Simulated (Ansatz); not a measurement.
# ClW: the cost of one run

The runs use Ansatz 0.2.0, Gaussian basis; def2-TZVPP, core rule «outside noble gas», up to 9 orbitals frozen.

The runs, in order: UHF; ROHF; CCSD(T) on UHF.

## 1. The system

The geometry is a PBE0/def2-TZVP stationary point (not a proven minimum). No spin-orbit coupling is included. Elements past krypton take def2 core potentials.

2 atoms, charge 0, spin multiplicity 4.

Atoms are counted from 1 here; the program's logs count them from 0.

Bond lengths: W1–Cl2 2.233 Å.

## 2. UHF

in.yaml reads:

```yaml
crystal:
  periodic: [false, false, false]
  atoms:
    - {symbol: W, position_ang: [0.000000, 0.000000, 0.000000]}
    - {symbol: Cl, position_ang: [0.000000, 0.000000, 2.233000]}
basis:
  gaussian: {orbitals: def2-TZVPP}
magnetization: {spin_polarized: true, initial_magnetization: 3}
hamiltonian: {xc: hf}
output: {orbitals: {seedname: orbitals}}
```

Started as:

```sh
$ ansatz run in.yaml --threads 1 --pin off --events-out ev --progress --plain --max-ram 3968MiB --backend cpu
```

**Question.** How long does this run take on 1 thread of AMD EPYC 7R13, shared host, and how much memory does it need?

About 18 s, with a peak of 0.26 GiB.
